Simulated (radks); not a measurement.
**Mn⁴⁺ in [Ne] 3s2 3p5.75 3d3 4s0.25: an all-electron calculation**

Wanted: eigenvalues, radial structure and energy terms of the manganese ion Mn4+.

Method: non-relativistic Kohn-Sham, B86b exchange with PBE correlation, spin-polarised, spherical densities, point nucleus; open shells are filled with parallel spins first. Code: radks (a radial shooting solver on a logarithmic mesh, Libxc functionals) version 1.

### 1 The atom as given

- element: manganese (Z = 25)
- charge: +4
- electrons: 21
- configuration: [Ne] 3s2 3p5.75 3d3 4s0.25

### 2 Self-consistent calculation

Settings of this run:

```text
Z 25
configuration [Ne] 3s2 3p5.75 3d3 4s0.25
relativity non-relativistic
functional b86_mgc,pbe
spin polarised
nucleus point
```

Started as:

```bash
> python run_ks.py task.json out
```

This one command runs every case of the session in turn.

**Question.** What will this run give?

As calculated:

| quantity | value |
| --- | --- |
| total energy | -1146.37299 hartree |
| exchange-correlation share of it | 4.38 % |
| −T/E | 0.9993 |
| highest occupied level | 4s up, -43.552 eV |
| most extended occupied level | 4s up, <r> = 2.13 bohr |
| radius at density 0.001 e/bohr³ | 2.82 bohr |
| maxima of the radial density | 3 |

What this shows: The radial density shows 3 maxima for 4 occupied principal shells; where shells overlap, one shows as a shoulder or not at all. −T/E = 0.9993, near the virial value of 1. This is not the tabulated ground configuration, so its levels and sizes aren't those of the ground state, and no measured value stands beside it.
